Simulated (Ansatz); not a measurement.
# CsZn4P3: a short molecular-dynamics run

What does CsZn4P3 do over 60 steps of 1 fs under a Langevin thermostat at 600 K? The cell is a randomly packed cell of 8 atoms, taken as it stands, without a relaxation.

All numbers below are computed with Ansatz 0.2.0 (DFT PBEsol, plane waves, PAW, scalar-relativistic, no spin polarisation).

The cell holds 8 atoms (CsP3Zn4): a = 5.653 Å, b = 5.496 Å, c = 6.381 Å, α = 98.48°, β = 103.17°, γ = 86.59°.

Coordinates:

```cif
data_structure
_symmetry_space_group_name_H-M 'P 1'
_symmetry_Int_Tables_number 1
_cell_length_a 5.6532
_cell_length_b 5.4959
_cell_length_c 6.3813
_cell_angle_alpha 98.477
_cell_angle_beta 103.171
_cell_angle_gamma 86.593
_cell_volume 190.87
loop_
_atom_site_label
_atom_site_type_symbol
_atom_site_fract_x
_atom_site_fract_y
_atom_site_fract_z
_atom_site_occupancy
Cs1 Cs 0.65543 0.86727 0.30474 1
P1 P 0.47427 0.45487 0.64742 1
P2 P 0.87131 0.40620 0.54145 1
P3 P 0.18845 0.11483 0.49066 1
Zn1 Zn 0.89547 0.75364 0.85144 1
Zn2 Zn 0.29510 0.38349 0.23707 1
Zn3 Zn 0.98719 0.22284 0.88420 1
Zn4 Zn 0.50810 0.05894 0.81754 1
```

The structure above is the start of the run; the results belong to its end.

```
                             quantity                           value
                               length                60 steps of 1 fs
     temperature, first and last step                   525 and 687 K
             temperature, second half   mean 783 K, from 508 to 907 K
        potential energy, second half      +2 meV/atom from the start
mean square displacement, second half  P 0.078, Zn 0.036, Cs 0.021 Å²
```

What this shows: Against a set 600 K the second half averages 783 K with a spread of 108 K (in equilibrium 8 atoms would scatter by about 173 K, over a far longer run). Over the second half P atoms stand 0.3 Å (root mean square) from where they began, and the farthest move is 0.5 Å. 60 fs on 8 atoms is far too short and small for converged averages.

Which input would start the first run of this session?

The input that was used; it is not the only one that fits:

The input, input.yaml:

```yaml
crystal:
  lattice:
    - [5.528506, 0.022278, -1.180706]
    - [0.323325, 5.486116, 0.053463]
    - [-0.137039, -0.995701, 6.301688]
  atoms:
    - { symbol: Cs, position: [0.655425, 0.86727, 0.304738] }
    - { symbol: P, position: [0.474272, 0.45487, 0.647423] }
    - { symbol: P, position: [0.871307, 0.406201, 0.541448] }
    - { symbol: P, position: [0.188445, 0.114833, 0.490662] }
    - { symbol: Zn, position: [0.895472, 0.753636, 0.851444] }
    - { symbol: Zn, position: [0.295101, 0.383485, 0.237068] }
    - { symbol: Zn, position: [0.98719, 0.222843, 0.884202] }
    - { symbol: Zn, position: [0.508097, 0.05894, 0.817539] }
kpoints:
  mp_grid: { grid: [3, 3, 3] }
magnetization:
  spin_polarized: false
scf:
  occupations: { method: gaussian, width: 0.1 }
hamiltonian:
  pseudopotentials: { kind: paw }
  xc: pbesol
basis:
  ecutwfc: 420
md:
  timestep: 1.0
  n_steps: 60
  ensemble: nvt_langevin
  temperature: 600.0
  initial_velocities: maxwell_boltzmann
  seed: 866716
```

Run with:

```sh
$ ansatz run input.yaml --threads 2 --pin off --max-ram 2560MiB --backend cpu --events-out ev --progress --plain --runs-dir out
```
